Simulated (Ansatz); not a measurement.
**AlBrGeH4Si: how energies converge with the basis set**

An exercise on one series of results from a longer session: the logs are not shown, and one member is left open.

Computed with Ansatz 0.2.0, Gaussian basis. Level: one geometry, several basis sets.

Plan: PBE0-D4/def2-SVP; ωB97M-V/def2-SVP; PBE0-D4/def2-QZVPP; ωB97M-V/def2-QZVPP; the functionals' def2-TZVPP values are taken from earlier runs.

## Structure used throughout

All runs share one geometry, relaxed beforehand with PBE0-D4 in a triple-zeta def2 set.

8 atoms, charge 0, spin multiplicity 1.

Atoms are counted from 1 here; the program's logs count them from 0.

Bond lengths: Br1–Si2 2.446 Å, Br1–Al3 2.544 Å, Si2–Al3 2.389 Å, Si2–Ge4 2.381 Å, Si2–H5 1.495 Å, Al3–Ge4 2.484 Å, Al3–H6 1.577 Å, Ge4–H7 1.544 Å, Ge4–H8 1.542 Å. Angles: Si2–Br1–Al3 57.2°, Br1–Si2–Al3 63.5°, Br1–Si2–Ge4 90.8°, Br1–Si2–H5 100.2°, Al3–Si2–Ge4 62.7°, Al3–Si2–H5 158.2°, Ge4–Si2–H5 135.4°, Br1–Al3–Si2 59.3°, Br1–Al3–Ge4 86.3°, Br1–Al3–H6 113.8°, Si2–Al3–Ge4 58.5°, Si2–Al3–H6 146.9°, Ge4–Al3–H6 153.1°, Si2–Ge4–Al3 58.8°, Si2–Ge4–H7 108.4°, Si2–Ge4–H8 126.1°, Al3–Ge4–H7 113.6°, Al3–Ge4–H8 130.1° and more.

The first run:

Input file in.yaml:

```yaml
crystal:
  periodic: [false, false, false]
  atoms:
    - {symbol: Br, position_ang: [-1.647565, 1.610342, 0.075200]}
    - {symbol: Si, position_ang: [0.264333, 0.694751, -1.145005]}
    - {symbol: Al, position_ang: [0.446599, 0.750280, 1.236434]}
    - {symbol: Ge, position_ang: [0.055287, -1.375558, 0.013184]}
    - {symbol: H, position_ang: [-0.046040, 1.178851, -2.525021]}
    - {symbol: H, position_ang: [0.856433, 1.584348, 2.510992]}
    - {symbol: H, position_ang: [1.340337, -2.197502, -0.224189]}
    - {symbol: H, position_ang: [-1.177183, -2.302615, 0.002503]}
basis:
  gaussian: {orbitals: def2-SVP}
hamiltonian: {xc: pbe0, dispersion: d4}
output: {orbitals: {seedname: orbitals}}
```

Among the steps run: PBE0-D4 in def2-SVP; ωB97M-V in def2-SVP; PBE0-D4 in def2-QZVPP; ωB97M-V in def2-QZVPP.

One of the session's tables, all rows but one given; the rest of the session is left out.

It belongs to the step «Density functionals: the series». 

| functional | basis | HOMO (eV) | LUMO (eV) |
| --- | --- | --- | --- |
| PBE0-D4 | def2-SVP | -6.36 | -1.61 |
| PBE0-D4 | def2-TZVPP | -6.34 | -1.67 |
| PBE0-D4 | def2-QZVPP | ? | ? |
| ωB97M-V | def2-SVP | -8.20 | 0.29 |
| ωB97M-V | def2-TZVPP | -8.22 | 0.14 |
| ωB97M-V | def2-QZVPP | -8.22 | 0.01 |

**Question.** Estimate the row for PBE0-D4, def2-QZVPP.

**Answer.** HOMO (eV): -6.34; LUMO (eV): -1.71.
